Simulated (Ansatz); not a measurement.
Write a Python script for the Ansatz DFT code, driven from Python that makes a single point from a YAML input of Hf₂S, space group P6_3/mmc. Level of theory: LDA, PAW, cutoff 435 eV, 8×8×2 k-points, Fermi-Dirac smearing of 0.1 eV.

Input file `scf.yaml`:
```yaml
crystal:
  lattice:
    - [3.374274, 0.0, 0.0]
    - [-1.687137, 2.922207, 0.0]
    - [0.0, 0.0, 11.717407]
  atoms:
    - { symbol: Hf, position: [0.666667, 0.333333, 0.899812] }
    - { symbol: Hf, position: [0.333333, 0.666667, 0.399812] }
    - { symbol: Hf, position: [0.666667, 0.333333, 0.600188] }
    - { symbol: Hf, position: [0.333333, 0.666667, 0.100188] }
    - { symbol: S, position: [0.0, 0.0, 0.75] }
    - { symbol: S, position: [0.0, 0.0, 0.25] }
kpoints:
  mp_grid: { kspacing: 0.3 }
hamiltonian:
  xc: lda
scf:
  occupations: { method: fermi_dirac, width: 0.1 }
basis:
  ecutwfc: "16 Ha"
output:
  forces: true
```

`yaml_run.py`
```python
# -*- coding: utf-8 -*-
"""Hf2S from YAML text."""

import warnings

import ansatz as az
import numpy as np


def main():
    warnings.simplefilter("ignore", az.DeckWarning)

    res = az.Session.from_deck("scf.yaml").plan().execute()
    data = res.report

    energy = data["free_energy_ev"]
    print("Hf2S: {:.6f} eV = {:.6f} Ry = {:.6f} Ha".format(energy, energy / 13.605693, energy / 27.211386))
    print("Fermi level {:.4f} eV, {} k-points, {} symmetry operations".format(data["fermi_energy_ev"], data["n_kpoints"], data["n_symmetry_ops"]))

    # forces in eV per angstrom
    forces = np.array(data["forces_ev_ang"])
    norms = np.linalg.norm(forces, axis=1)
    print("largest force {:.4f} eV/A on atom {}".format(norms.max(), norms.argmax()))
    print(np.array2string(forces, precision=4, suppress_small=True))


if __name__ == "__main__":
    main()
```

```console
$ python yaml_run.py
Hf2S: -63653.206472 eV = -4678.424427 Ry = -2339.212213 Ha
Fermi level 18.1246 eV, 20 k-points, 24 symmetry operations
largest force 0.1532 eV/A on atom 2
[[-0.      0.     -0.1532]
 [ 0.     -0.     -0.1532]
 [-0.      0.      0.1532]
 [ 0.     -0.      0.1532]
 [ 0.     -0.      0.    ]
 [-0.      0.      0.    ]]
```

Reading the output:
- Absolute energies stand on the zero of these potentials, so only differences at equal settings mean something. A total without «per atom» is that of the cell as typed.
- No spin polarisation was allowed.
- The mesh is modest for a metal, so energies can be off by several to tens of meV an atom and pressures by half a GPa or more; differences at equal mesh fare better.
- Only differences from the Fermi energy are physical; the zero of the scale is a convention.
- Spin-orbit coupling, which matters for elements this heavy, is left out.
- The structure comes from a database of computed cells and needn't be a stable or known phase.
- The whole script took 5.7 s on 1 thread of Intel(R) Xeon(R) Platinum 8488C (Sapphire Rapids), on a shared host, peak memory 0.52 GiB.

(A comment or docstring line of the script was reworded after the run, the code is as it ran; lines on the test bed's own set-up are left out of the output.)
